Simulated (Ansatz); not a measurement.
Sn₃Se, space group Pm-3m: an equation of state with a fit, run with Ansatz 0.2.0, Python API.

`sn3se.py`
```python
"""Equation of state of Sn3Se."""

import ansatz as az
from ase.eos import EquationOfState
from ase.units import GPa
import numpy as np

XC = "r2scan"
OCCUPATIONS = "Marzari-Vanderbilt"
ECUT = 600
KGRID = (5, 5, 5)

VECTORS = np.array([
    [4.741879, 0.0, 0.0],
    [0.0, 4.741879, 0.0],
    [0.0, 0.0, 4.741879],
])
SITES = [
    ("Sn", (0.0, 0.5, 0.5)),
    ("Sn", (0.5, 0.0, 0.5)),
    ("Sn", (0.5, 0.5, 0.0)),
    ("Se", (0.0, 0.0, 0.0)),
]


def crystal_on(cell):
    crystal = az.Crystal(lattice=az.Lattice.of(cell))
    for symbol, position in SITES:
        crystal = crystal.atom(symbol, position)
    return crystal


def main() -> None:
    # uniform scaling of the cell
    volumes, energies = [], []
    for scale in np.linspace(0.95, 1.07, 5):
        cell = VECTORS * scale ** (1 / 3)
        calculation = (
            crystal_on(cell).calculation()
            .functional(XC)
            .occupations(OCCUPATIONS, width=150 * az.meV)
            .basis(ECUT)
            .kpoints(*KGRID)
        )
        report = calculation.run(threads=1).report
        volumes.append(abs(np.linalg.det(cell)) / len(SITES))
        energies.append(report["free_energy_ev"] / len(SITES))
        print(f"V = {volumes[-1]:8.4f} A^3/atom  F = {energies[-1]:.5f} eV/atom")

    eos = EquationOfState(volumes, energies, eos="birchmurnaghan")
    v0, e0, bulk = eos.fit()
    print(f"V0 = {v0:.4f} A^3/atom, E0 = {e0:.5f} eV/atom, B = {bulk / GPa:.1f} GPa")


if __name__ == "__main__":
    main()
```

Its results, one of them left out:

| V (Å³/atom) | F less the lowest row shown (meV/atom) |
| --- | --- |
| 25.323 | ? |
| 26.123 | 0.79 |
| 26.922 | 0.00 |
| 27.722 | 6.55 |
| 28.522 | 19.41 |

What is the missing energy at 25.323 Å³ an atom?

A third-order Birch-Murnaghan fit, E = E0 + (9 V0 B0 / 16) [(t - 1)³ B' + (t - 1)² (6 - 4t)] with t = (V0/V)^(2/3), through the 4 rows shown gives V0 = 26.598 Å³, B0 = 51.9 GPa, B' = 4.07 and E0 = -0.63 meV. At V = 25.323 Å³, t = 1.03330, and the fit extrapolates to 10.14 meV. The run gave 9.96 meV, a miss of 0.18 meV.

Reading the output:
- The mesh is modest for a metal, so energies can be off by several to tens of meV an atom and pressures by half a GPa or more; differences at equal mesh fare better.
- The structure comes from a database of computed cells and needn't be a stable or known phase.
- The whole script took 35 s on 1 thread of Arm Neoverse V1 (shared host), peak memory 0.65 GiB.
